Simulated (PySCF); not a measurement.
**Be2O2: singlet, from a rhombic ring start**

The task is one start of a wider search on Be2O2: the singlet, built as rhombic ring. It is relaxed, tested by its Hessian and followed downhill if it is a saddle.

Computed with PySCF 2.14.0. Level: PBE0, basis Be def2-TZVP, O def2-TZVP, no relativity, density fitting.

## (1) The system as given

4 atoms, charge 0, spin multiplicity 1.

Bond lengths: Be1–O3 1.749 Å, Be1–O4 1.749 Å, Be2–O3 1.749 Å, Be2–O4 1.749 Å. Angles: O3–Be1–O4 94.0°, O3–Be2–O4 94.0°, Be1–O3–Be2 86.0°, Be1–O4–Be2 86.0°.

Z-matrix (Å, degrees; charge 0 multiplicity 1):
```
Be
Be 1 2.3856
O  1 1.7490 2 47.00
O  1 1.7490 2 47.00 3 180.00
```

## (2) First SCF at the start

One driver script runs all steps and calls PySCF; scf.py shows how it sets up the SCF of each step. The optimiser is the driver's own. After this first run the driver tries any further starts and a stability analysis.

scf.py

```python
from pyscf import gto, scf, dft
mol = gto.M(atom='''
Be     1.192800     0.000000     0.000000
Be    -1.192800     0.000000     0.000000
O      0.000000     1.279100     0.000000
O      0.000000    -1.279100     0.000000''',
    basis={'Be': 'def2-TZVP', 'O': 'def2-TZVP'},
    charge=0, spin=0)
mf = dft.RKS(mol, xc='PBE0')
mf.grids.atom_grid = (50, 194)
aux = {'Be': 'def2-universal-JKFIT', 'O': 'def2-universal-JKFIT'}
mf = mf.density_fit(auxbasis=aux)
mf.conv_tol = 1e-08
mf.diis_space = 10
mf.max_cycle = 60
mf.init_guess = 'minao'
mf.verbose = 4
mf.kernel()
```

Run with:

```
$ OMP_NUM_THREADS=2 python axn.py task.json out
```

The runs that follow: Relaxing the singlet from the rhombic ring start; Vibrations and properties at this point.

Before running it: what results should come out? Wanted: minimum; geometry; wavenumbers; dipole moment; highest occupied, lowest empty level; polar-tensor charge of Be1; zero-point energy; atomisation energy.

The runs gave:

```
                                 quantity                                                                                         value
                                  minimum                                                                                  singlet, D2h
                                 geometry  Be–Be 1.729 Å, Be–O 1.480 Å (×4); Be–Be–O 54.3° (×4), Be–O–Be 71.5° (×2), O–Be–O 108.5° (×2)
                       wavenumbers (cm⁻¹)                              536 (b3u), 830 (ag), 877 (b3g), 915 (b1u), 1173 (b2u), 1203 (ag)
                            dipole moment                                                                                        0.00 D
     highest occupied, lowest empty level                                                                               -7.43, -2.39 eV
               polar-tensor charge of Be1                                                                                       +0.98 e
                        zero-point energy                                                                                   33.1 kJ/mol
                      entropy at 298.15 K                                                                               243.1 J/(mol K)
atomisation energy (no zero-point energy)                                                                                   1549 kJ/mol
```

In words: The rhombic ring start keeps its D2h symmetry and ends in a minimum. In the infrared the band at 1173 cm⁻¹ (b2u) leads. Be1 has a polar-tensor charge of +1.0 e (a dipole derivative, not a static charge), yet symmetry cancels the bond dipoles. Other starts or spin states, not run here, may lie lower.
